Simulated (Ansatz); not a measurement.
GeSb2Te4:

```
Te Sb Ge
1.0
     2.15929    1.24667   13.22804
    -2.15929    1.24667   13.22804
     0.00000   -2.49333   13.22804
Te Sb Ge
4 2 1
Direct
  0.70897 0.70897 0.70897
  0.29103 0.29103 0.29103
  0.56968 0.56968 0.56968
  0.43032 0.43032 0.43032
  0.85941 0.85941 0.85941
  0.14059 0.14059 0.14059
  0.00000 0.00000 0.00000
```

The cell is a database's computed one.

```yaml
Program: Ansatz 0.2.0
Task: single point
Functional: PBEsol
Potentials_or_basis: Ansatz PAW
Cutoff: "420 eV (not typed: the program's choice for these potentials)"
k_mesh: 7 × 7 × 7
Occupations: fermi-dirac, width 0.05 eV
Spin: no spin polarisation
```

On this cell: pressure -2.6 GPa; largest force 0.108 eV/Å; band gap on the k mesh none (metal or under the smearing width).

The same run follows on a disturbed copy (atoms moved at random, drawn with an rms of 0.05 Å):

```
Te Sb Ge
1.0
     2.15929    1.24667   13.22804
    -2.15929    1.24667   13.22804
     0.00000   -2.49333   13.22804
Te Sb Ge
4 2 1
Direct
  0.72517 0.71134 0.69120
  0.29172 0.29848 0.28116
  0.57581 0.57309 0.55885
  0.43067 0.42978 0.43118
  0.85414 0.85651 0.86726
  0.13442 0.14411 0.14400
  0.00603 0.98772 0.00340
```

What changes?

The energy (extrapolated to zero smearing) moves by +2.4 meV/atom; pressure -2.5 GPa; largest force 0.213 eV/Å; band gap on the k mesh none (metal or under the smearing width).

Forces in eV/Å, atoms in the order of the input:
```
Te  -0.083 -0.072 -0.153
Te   0.081  0.091  0.158
Te  -0.059 -0.202  0.033
Te   0.010 -0.090 -0.057
Sb   0.049  0.142 -0.074
Sb   0.043  0.100  0.007
Ge  -0.040  0.032  0.087
```

Stress tensor (GPa, compression positive):
```
-2.47 -0.07 -0.06
-0.07 -2.42 -0.12
-0.06 -0.12 -2.74
```

Caveats: the PAW data sets come from PBE, with cores solved anew for the run's functional, which leaves a small shift of forces and pressure.
